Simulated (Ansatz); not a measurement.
# A workflow on C4H8 (SMILES C=C(C)C), part 2 of 3

Ansatz 0.2.0. Earlier steps stand in the parts before.

**3. The doublet cation: a geometry optimisation at U-r2SCAN/def2-SVP (run 2)**

File job.yaml:

```yaml
crystal:
  periodic: [false, false, false]
  atoms:
    - {symbol: C, position_ang: [-0.574120, 1.411480, -0.250890]}
    - {symbol: C, position_ang: [-0.080110, 0.196690, -0.034980]}
    - {symbol: C, position_ang: [0.052960, -0.375770, 1.340390]}
    - {symbol: C, position_ang: [0.379100, -0.686080, -1.151630]}
    - {symbol: H, position_ang: [-0.665480, 1.815140, -1.253360]}
    - {symbol: H, position_ang: [-0.904100, 2.041770, 0.567700]}
    - {symbol: H, position_ang: [-0.516670, -1.306910, 1.430310]}
    - {symbol: H, position_ang: [-0.299190, 0.318290, 2.104310]}
    - {symbol: H, position_ang: [1.096630, -0.627710, 1.556930]}
    - {symbol: H, position_ang: [-0.178340, -1.628870, -1.155760]}
    - {symbol: H, position_ang: [0.254300, -0.208180, -2.123920]}
    - {symbol: H, position_ang: [1.435040, -0.949860, -1.029100]}
basis:
  gaussian: {orbitals: def2-SVP}
total_charge: 1
magnetization: {spin_polarized: true, initial_magnetization: 1}
hamiltonian: {xc: r2scan}
relax: {}
```

Run with:

```
$ ansatz run job.yaml --threads 1 --pin off --max-ram 3480MiB --events-out events.jsonl --progress --plain --runs-dir runs
```

The log of the run:

```text
Warning: RAYON_NUM_THREADS=1 ignored (pool sized by the plan → 1); use --threads N
The last accepted step is kept in runs//last_step.txt (removed where the run ends without a failure and the disk answers)
Functional definition: r2SCAN
  name "r2SCAN"
  parameter k0 = 0.174
  parameter k1 = 0.065
  parameter a1 = 4.9479
  exchange = r2scan_x(k0 = k0, k1 = k1, a1 = a1)
  correlation = r2scan_c
1096 factors; their error is unknown
mean field evaluation 1: about -4250.7474 eV, gradient 4.9e1 eV
mean field evaluation 2: about -4246.6766 eV, gradient 5.5e1 eV
mean field evaluation 4: about -4263.1066 eV, gradient 3.3e0 eV
mean field evaluation 8: about -4263.1585 eV, gradient 6.6e-2 eV
mean field evaluation 16: about -4263.1082 eV, gradient 2.5e-5 eV
mean field -4263.10818975 eV, -156.6663363346 hartree, gradient 2.6e-5 eV, S^2 0.753278; 0 other end points of the search recorded, 0 dependent functions left out
the calculation of the forces begins
reference -4263.10819960 eV, -156.6663366969 hartree; 16, 15 occupied and 80, 81 virtual orbitals, 1096 factors
relax step   1: F+E_penalty+E_count = -4263.10818975 eV  Δ(F+E_penalty+E_count) = +0.000e0 eV  max|allowed force component| = 6.011e0 eV/Å  Δτ_max = 0.0000 Å  (31 SCF iters, accepted)
these checks for a lower state are left out or cut short: starts, cluster_reference, orbital_swaps, neighbouring_geometries, increment
1096 factors; their error is unknown
mean field -4263.38323570 eV, -156.6764440871 hartree, gradient 1.1e-5 eV, S^2 0.753517; 0 other end points of the search recorded, 0 dependent functions left out
the calculation of the forces begins
reference -4263.38324561 eV, -156.6764444514 hartree; 16, 15 occupied and 80, 81 virtual orbitals, 1096 factors
relax step   2: F+E_penalty+E_count = -4263.38323570 eV  Δ(F+E_penalty+E_count) = -2.750e-1 eV  max|allowed force component| = 1.790e0 eV/Å  Δτ_max = 0.0382 Å  (33 SCF iters, accepted)
these checks for a lower state are left out or cut short: starts, cluster_reference, orbital_swaps, neighbouring_geometries, increment
1096 factors; their error is unknown
mean field -4263.40890380 eV, -156.6773873722 hartree, gradient 1.2e-5 eV, S^2 0.753620; 0 other end points of the search recorded, 0 dependent functions left out
the calculation of the forces begins
reference -4263.40891370 eV, -156.6773877360 hartree; 16, 15 occupied and 80, 81 virtual orbitals, 1096 factors
relax step   3: F+E_penalty+E_count = -4263.40890380 eV  Δ(F+E_penalty+E_count) = -2.567e-2 eV  max|allowed force component| = 2.596e-1 eV/Å  Δτ_max = 0.0309 Å  (35 SCF iters, accepted)
these checks for a lower state are left out or cut short: starts, cluster_reference, orbital_swaps, neighbouring_geometries, increment
1096 factors; their error is unknown
mean field evaluation 32: about -4263.4018 eV, gradient 1.6e0 eV
mean field -4263.37207644 eV, -156.6760339918 hartree, gradient 1.2e-5 eV, S^2 0.753665; 0 other end points of the search recorded, 0 dependent functions left out
the calculation of the forces begins
reference -4263.37208638 eV, -156.6760343570 hartree; 16, 15 occupied and 80, 81 virtual orbitals, 1096 factors
relax step   4: F+E_penalty+E_count = -4263.37207644 eV  Δ(F+E_penalty+E_count) = +3.683e-2 eV  max|allowed force component| = 9.551e-1 eV/Å  Δτ_max = 0.0471 Å  (33 SCF iters, rejected (line search))
these checks for a lower state are left out or cut short: starts, cluster_reference, orbital_swaps, neighbouring_geometries, increment
1096 factors; their error is unknown
mean field -4263.41795239 eV, -156.6777199017 hartree, gradient 1.2e-5 eV, S^2 0.753630; 0 other end points of the search recorded, 0 dependent functions left out
the calculation of the forces begins
reference -4263.41796230 eV, -156.6777202661 hartree; 16, 15 occupied and 80, 81 virtual orbitals, 1096 factors
relax step   5: F+E_penalty+E_count = -4263.41795239 eV  Δ(F+E_penalty+E_count) = -9.049e-3 eV  max|allowed force component| = 3.864e-2 eV/Å  Δτ_max = 0.0213 Å  (36 SCF iters, accepted)
these checks for a lower state are left out or cut short: starts, cluster_reference, orbital_swaps, neighbouring_geometries, increment
1096 factors; their error is unknown
mean field -4263.41798778 eV, -156.6777212024 hartree, gradient 1.5e-5 eV, S^2 0.753633; 0 other end points of the search recorded, 0 dependent functions left out
the calculation of the forces begins
reference -4263.41799770 eV, -156.6777215668 hartree; 16, 15 occupied and 80, 81 virtual orbitals, 1096 factors
relax step   6: F+E_penalty+E_count = -4263.41798778 eV  Δ(F+E_penalty+E_count) = -3.539e-5 eV  max|allowed force component| = 1.960e-2 eV/Å  Δτ_max = 0.0015 Å  (29 SCF iters, accepted)
these checks for a lower state are left out or cut short: starts, cluster_reference, orbital_swaps, neighbouring_geometries, increment
1096 factors; their error is unknown
mean field -4263.41800404 eV, -156.6777218000 hartree, gradient 2.0e-5 eV, S^2 0.753634; 0 other end points of the search recorded, 0 dependent functions left out
the calculation of the forces begins
reference -4263.41801396 eV, -156.6777221644 hartree; 16, 15 occupied and 80, 81 virtual orbitals, 1096 factors
relax step   7: F+E_penalty+E_count = -4263.41800404 eV  Δ(F+E_penalty+E_count) = -1.626e-5 eV  max|allowed force component| = 6.861e-4 eV/Å  Δτ_max = 0.0011 Å  (28 SCF iters, accepted)
these checks for a lower state are left out or cut short: starts, cluster_reference, orbital_swaps, neighbouring_geometries, increment
1096 factors; their error is unknown
mean field evaluation 64: about -4263.4181 eV, gradient 1.3e-5 eV
mean field -4263.41805721 eV, -156.6777237540 hartree, gradient 1.3e-5 eV, S^2 0.753635; 0 other end points of the search recorded, 0 dependent functions left out
the calculation of the forces begins
reference -4263.41806713 eV, -156.6777241184 hartree; 16, 15 occupied and 80, 81 virtual orbitals, 1096 factors
relax step   8: F+E_penalty+E_count = -4263.41805721 eV  Δ(F+E_penalty+E_count) = -5.317e-5 eV  max|allowed force component| = 6.195e-3 eV/Å  Δτ_max = 0.0176 Å  (35 SCF iters, accepted)
these checks for a lower state are left out or cut short: starts, cluster_reference, orbital_swaps, neighbouring_geometries, increment
1096 factors; their error is unknown
mean field -4263.41807249 eV, -156.6777243156 hartree, gradient 1.7e-5 eV, S^2 0.753635; 0 other end points of the search recorded, 0 dependent functions left out
the calculation of the forces begins
reference -4263.41808241 eV, -156.6777246800 hartree; 16, 15 occupied and 80, 81 virtual orbitals, 1096 factors
relax step   9: F+E_penalty+E_count = -4263.41807249 eV  Δ(F+E_penalty+E_count) = -1.528e-5 eV  max|allowed force component| = 4.280e-3 eV/Å  Δτ_max = 0.0013 Å  (27 SCF iters, accepted)
these checks for a lower state are left out or cut short: starts, cluster_reference, orbital_swaps, neighbouring_geometries, increment
1096 factors; their error is unknown
mean field -4263.41916504 eV, -156.6777644660 hartree, gradient 1.0e-5 eV, S^2 0.753640; 0 other end points of the search recorded, 0 dependent functions left out
the calculation of the forces begins
reference -4263.41917497 eV, -156.6777648308 hartree; 16, 15 occupied and 80, 81 virtual orbitals, 1096 factors
relax step  10: F+E_penalty+E_count = -4263.41916504 eV  Δ(F+E_penalty+E_count) = -1.093e-3 eV  max|allowed force component| = 5.351e-2 eV/Å  Δτ_max = 0.0544 Å  (34 SCF iters, accepted)
these checks for a lower state are left out or cut short: starts, cluster_reference, orbital_swaps, neighbouring_geometries, increment
1096 factors; their error is unknown
mean field -4263.40804411 eV, -156.6773557791 hartree, gradient 3.8e-5 eV, S^2 0.753949; 0 other end points of the search recorded, 0 dependent functions left out
the calculation of the forces begins
reference -4263.40805412 eV, -156.6773561470 hartree; 16, 15 occupied and 80, 81 virtual orbitals, 1096 factors
relax step  11: F+E_penalty+E_count = -4263.40804411 eV  Δ(F+E_penalty+E_count) = +1.112e-2 eV  max|allowed force component| = 5.397e-1 eV/Å  Δτ_max = 0.1958 Å  (34 SCF iters, rejected (line search))
these checks for a lower state are left out or cut short: starts, cluster_reference, orbital_swaps, neighbouring_geometries, increment
1096 factors; their error is unknown
mean field -4263.42117615 eV, -156.6778383728 hartree, gradient 2.2e-5 eV, S^2 0.753659; 0 other end points of the search recorded, 0 dependent functions left out
the calculation of the forces begins
reference -4263.42118609 eV, -156.6778387381 hartree; 16, 15 occupied and 80, 81 virtual orbitals, 1096 factors
relax step  12: F+E_penalty+E_count = -4263.42117615 eV  Δ(F+E_penalty+E_count) = -2.011e-3 eV  max|allowed force component| = 5.202e-2 eV/Å  Δτ_max = 0.0404 Å  (33 SCF iters, accepted)
these checks for a lower state are left out or cut short: starts, cluster_reference, orbital_swaps, neighbouring_geometries, increment
1096 factors; their error is unknown
mean field evaluation 96: about -4263.4240 eV, gradient 1.0e-3 eV
mean field -4263.42397616 eV, -156.6779412713 hartree, gradient 1.8e-5 eV, S^2 0.753686; 0 other end points of the search recorded, 0 dependent functions left out
the calculation of the forces begins
reference -4263.42398612 eV, -156.6779416372 hartree; 16, 15 occupied and 80, 81 virtual orbitals, 1096 factors
relax step  13: F+E_penalty+E_count = -4263.42397616 eV  Δ(F+E_penalty+E_count) = -2.800e-3 eV  max|allowed force component| = 2.206e-2 eV/Å  Δτ_max = 0.0395 Å  (33 SCF iters, accepted)
these checks for a lower state are left out or cut short: starts, cluster_reference, orbital_swaps, neighbouring_geometries, increment
1096 factors; their error is unknown
mean field -4263.42802459 eV, -156.6780900485 hartree, gradient 1.7e-5 eV, S^2 0.753751; 0 other end points of the search recorded, 0 dependent functions left out
the calculation of the forces begins
reference -4263.42803457 eV, -156.6780904152 hartree; 16, 15 occupied and 80, 81 virtual orbitals, 1096 factors
relax step  14: F+E_penalty+E_count = -4263.42802459 eV  Δ(F+E_penalty+E_count) = -4.048e-3 eV  max|allowed force component| = 9.660e-2 eV/Å  Δτ_max = 0.0565 Å  (33 SCF iters, accepted)
these checks for a lower state are left out or cut short: starts, cluster_reference, orbital_swaps, neighbouring_geometries, increment
1096 factors; their error is unknown
mean field -4263.38793413 eV, -156.6766167510 hartree, gradient 2.5e-5 eV, S^2 0.754081; 0 other end points of the search recorded, 0 dependent functions left out
the calculation of the forces begins
reference -4263.38794415 eV, -156.6766171193 hartree; 16, 15 occupied and 80, 81 virtual orbitals, 1096 factors
relax step  15: F+E_penalty+E_count = -4263.38793413 eV  Δ(F+E_penalty+E_count) = +4.009e-2 eV  max|allowed force component| = 8.533e-1 eV/Å  Δτ_max = 0.1976 Å  (34 SCF iters, rejected (line search))
these checks for a lower state are left out or cut short: starts, cluster_reference, orbital_swaps, neighbouring_geometries, increment
1096 factors; their error is unknown
mean field -4263.43669204 eV, -156.6784085711 hartree, gradient 2.5e-5 eV, S^2 0.753769; 0 other end points of the search recorded, 0 dependent functions left out
the calculation of the forces begins
reference -4263.43670202 eV, -156.6784089379 hartree; 16, 15 occupied and 80, 81 virtual orbitals, 1096 factors
relax step  16: F+E_penalty+E_count = -4263.43669204 eV  Δ(F+E_penalty+E_count) = -8.667e-3 eV  max|allowed force component| = 7.399e-2 eV/Å  Δτ_max = 0.0988 Å  (32 SCF iters, accepted)
these checks for a lower state are left out or cut short: starts, cluster_reference, orbital_swaps, neighbouring_geometries, increment
1096 factors; their error is unknown
mean field -4263.44198514 eV, -156.6786030892 hartree, gradient 2.2e-5 eV, S^2 0.753781; 0 other end points of the search recorded, 0 dependent functions left out
the calculation of the forces begins
reference -4263.44199512 eV, -156.6786034558 hartree; 16, 15 occupied and 80, 81 virtual orbitals, 1096 factors
relax step  17: F+E_penalty+E_count = -4263.44198514 eV  Δ(F+E_penalty+E_count) = -5.293e-3 eV  max|allowed force component| = 1.918e-1 eV/Å  Δτ_max = 0.0980 Å  (32 SCF iters, accepted)
these checks for a lower state are left out or cut short: starts, cluster_reference, orbital_swaps, neighbouring_geometries, increment
1096 factors; their error is unknown
mean field evaluation 128: about -4263.4559 eV, gradient 1.4e-1 eV
mean field -4263.40867769 eV, -156.6773790628 hartree, gradient 1.4e-5 eV, S^2 0.753847; 0 other end points of the search recorded, 0 dependent functions left out
the calculation of the forces begins
reference -4263.40868768 eV, -156.6773794302 hartree; 16, 15 occupied and 80, 81 virtual orbitals, 1096 factors
relax step  18: F+E_penalty+E_count = -4263.40867769 eV  Δ(F+E_penalty+E_count) = +3.331e-2 eV  max|allowed force component| = 6.812e-1 eV/Å  Δτ_max = 0.1437 Å  (33 SCF iters, rejected (line search))
these checks for a lower state are left out or cut short: starts, cluster_reference, orbital_swaps, neighbouring_geometries, increment
1096 factors; their error is unknown
mean field -4263.45116033 eV, -156.6789402710 hartree, gradient 1.7e-5 eV, S^2 0.753747; 0 other end points of the search recorded, 0 dependent functions left out
the calculation of the forces begins
reference -4263.45117029 eV, -156.6789406370 hartree; 16, 15 occupied and 80, 81 virtual orbitals, 1096 factors
relax step  19: F+E_penalty+E_count = -4263.45116033 eV  Δ(F+E_penalty+E_count) = -9.175e-3 eV  max|allowed force component| = 6.291e-2 eV/Å  Δτ_max = 0.0719 Å  (32 SCF iters, accepted)
these checks for a lower state are left out or cut short: starts, cluster_reference, orbital_swaps, neighbouring_geometries, increment
1096 factors; their error is unknown
mean field -4263.45401705 eV, -156.6790452537 hartree, gradient 1.5e-5 eV, S^2 0.753749; 0 other end points of the search recorded, 0 dependent functions left out
the calculation of the forces begins
reference -4263.45402702 eV, -156.6790456199 hartree; 16, 15 occupied and 80, 81 virtual orbitals, 1096 factors
relax step  20: F+E_penalty+E_count = -4263.45401705 eV  Δ(F+E_penalty+E_count) = -2.857e-3 eV  max|allowed force component| = 9.012e-2 eV/Å  Δτ_max = 0.0750 Å  (32 SCF iters, accepted)
these checks for a lower state are left out or cut short: starts, cluster_reference, orbital_swaps, neighbouring_geometries, increment
1096 factors; their error is unknown
mean field -4263.44959940 eV, -156.6788829080 hartree, gradient 1.1e-5 eV, S^2 0.753743; 0 other end points of the search recorded, 0 dependent functions left out
the calculation of the forces begins
reference -4263.44960937 eV, -156.6788832744 hartree; 16, 15 occupied and 80, 81 virtual orbitals, 1096 factors
relax step  21: F+E_penalty+E_count = -4263.44959940 eV  Δ(F+E_penalty+E_count) = +4.418e-3 eV  max|allowed force component| = 3.434e-1 eV/Å  Δτ_max = 0.0346 Å  (33 SCF iters, rejected (line search))
these checks for a lower state are left out or cut short: starts, cluster_reference, orbital_swaps, neighbouring_geometries, increment
1096 factors; their error is unknown
mean field evaluation 160: about -4263.4547 eV, gradient 2.4e-5 eV
mean field -4263.45465127 eV, -156.6790685609 hartree, gradient 2.4e-5 eV, S^2 0.753743; 0 other end points of the search recorded, 0 dependent functions left out
the calculation of the forces begins
reference -4263.45466124 eV, -156.6790689272 hartree; 16, 15 occupied and 80, 81 virtual orbitals, 1096 factors
relax step  22: F+E_penalty+E_count = -4263.45465127 eV  Δ(F+E_penalty+E_count) = -6.342e-4 eV  max|allowed force component| = 1.552e-2 eV/Å  Δτ_max = 0.0173 Å  (34 SCF iters, accepted)
these checks for a lower state are left out or cut short: starts, cluster_reference, orbital_swaps, neighbouring_geometries, increment
1096 factors; their error is unknown
mean field -4263.45479418 eV, -156.6790738128 hartree, gradient 2.5e-5 eV, S^2 0.753743; 0 other end points of the search recorded, 0 dependent functions left out
the calculation of the forces begins
reference -4263.45480416 eV, -156.6790741793 hartree; 16, 15 occupied and 80, 81 virtual orbitals, 1096 factors
relax step  23: F+E_penalty+E_count = -4263.45479418 eV  Δ(F+E_penalty+E_count) = -1.429e-4 eV  max|allowed force component| = 1.235e-2 eV/Å  Δτ_max = 0.0210 Å  (33 SCF iters, accepted)
these checks for a lower state are left out or cut short: starts, cluster_reference, orbital_swaps, neighbouring_geometries, increment
1096 factors; their error is unknown
mean field -4263.45316357 eV, -156.6790138887 hartree, gradient 2.5e-5 eV, S^2 0.753742; 0 other end points of the search recorded, 0 dependent functions left out
the calculation of the forces begins
reference -4263.45317354 eV, -156.6790142551 hartree; 16, 15 occupied and 80, 81 virtual orbitals, 1096 factors
relax step  24: F+E_penalty+E_count = -4263.45316357 eV  Δ(F+E_penalty+E_count) = +1.631e-3 eV  max|allowed force component| = 1.473e-1 eV/Å  Δτ_max = 0.0107 Å  (34 SCF iters, rejected (line search))
these checks for a lower state are left out or cut short: starts, cluster_reference, orbital_swaps, neighbouring_geometries, increment
1096 factors; their error is unknown
mean field -4263.45481209 eV, -156.6790744708 hartree, gradient 2.1e-5 eV, S^2 0.753745; 0 other end points of the search recorded, 0 dependent functions left out
the calculation of the forces begins
reference -4263.45482206 eV, -156.6790748374 hartree; 16, 15 occupied and 80, 81 virtual orbitals, 1096 factors
relax step  25: F+E_penalty+E_count = -4263.45481209 eV  Δ(F+E_penalty+E_count) = -1.791e-5 eV  max|allowed force component| = 1.708e-3 eV/Å  Δτ_max = 0.0023 Å  (28 SCF iters, accepted)
1096 factors; their error is unknown
mean field evaluation 192: about -4263.5050 eV, gradient 6.7e-2 eV
mean field -4263.45481209 eV, -156.6790744708 hartree, gradient 2.2e-5 eV, S^2 0.753745; 1 other end points of the search recorded, 0 dependent functions left out
the calculation of the forces begins
reference -4263.45482206 eV, -156.6790748374 hartree; 16, 15 occupied and 80, 81 virtual orbitals, 1096 factors
Total energy: -4263.45482206 eV, -156.6790748374 hartree
Atom 0 at    -0.581150     1.430158    -0.253976 Å, force     0.000495    -0.001552     0.000196 eV/Å
Atom 1 at    -0.050919     0.125260    -0.022396 Å, force    -0.000617     0.001708     0.000049 eV/Å
Atom 2 at     0.086616    -0.371345     1.349010 Å, force    -0.001020    -0.000422     0.000934 eV/Å
Atom 3 at     0.352163    -0.708528    -1.157518 Å, force     0.001157     0.000027    -0.000492 eV/Å
Atom 4 at    -0.745000     1.795854    -1.273725 Å, force    -0.000454    -0.000178     0.000002 eV/Å
Atom 5 at    -0.833805     2.089431     0.583882 Å, force     0.000489     0.000157    -0.000108 eV/Å
Atom 6 at     0.052992    -1.469791     1.410447 Å, force     0.000125    -0.000087    -0.000397 eV/Å
Atom 7 at    -0.592150     0.108506     2.068471 Å, force     0.000447    -0.000030    -0.000475 eV/Å
Atom 8 at     1.121204    -0.096643     1.667300 Å, force     0.000200     0.000353    -0.000102 eV/Å
Atom 9 at    -0.543646    -1.324570    -1.412783 Å, force    -0.000346     0.000306    -0.000379 eV/Å
Atom 10 at     0.601262    -0.139441    -2.064478 Å, force    -0.000436    -0.000192     0.000402 eV/Å
Atom 11 at     1.132452    -1.438902    -0.894234 Å, force    -0.000040    -0.000089     0.000369 eV/Å
Dipole moment:    -0.056972     0.140309    -0.024654 e Å
```

Wall time 1.9 min (1 thread of Intel Xeon Platinum 8488C (Sapphire Rapids), shared host); peak memory 0.21 GiB.

Step by step:

```tsv
step	energy from the first frame kept (eV)	largest force (eV/Å)
1	0.0000	6.5781
2	-0.2750	1.9565
3	-0.3007	0.2604
4	-0.2639	1.0511
5	-0.3098	0.0449
6	-0.3098	0.0216
7	-0.3098	0.0007
8	-0.3099	0.0065
9	-0.3099	0.0047
10	-0.3110	0.0586
11	-0.2999	0.5519
12	-0.3130	0.0601
13	-0.3158	0.0258
14	-0.3198	0.1084
15	-0.2797	0.8612
16	-0.3285	0.0891
17	-0.3338	0.2085
18	-0.3005	0.7342
19	-0.3430	0.0636
20	-0.3458	0.1003
21	-0.3414	0.4059
22	-0.3465	0.0176
23	-0.3466	0.0133
24	-0.3450	0.1956
25	-0.3466	0.0018
```

After the run. Bond lengths: C1–C2 1.427 Å, C2–C3 1.465 Å, C2–C4 1.465 Å, C1–H5 1.096 Å, C1–H6 1.096 Å, C3–H7 1.101 Å, C3–H8 1.099 Å, C3–H9 1.117 Å, C4–H10 1.117 Å, C4–H11 1.099 Å, C4–H12 1.101 Å. Some angles: C1–C2–C3 119.8°, C1–C2–C4 119.8°, C3–C2–C4 120.4°, C2–C1–H5 120.8°, C2–C1–H6 120.8°, C2–C3–H7 112.8°, C2–C3–H8 114.0°, C2–C3–H9 105.7°, C2–C4–H10 105.7°, C2–C4–H11 114.0°.

Runs 3 to 10 aren't shown in full; the table further down has their settings and results.

(Part 2 of 3 ends here.)
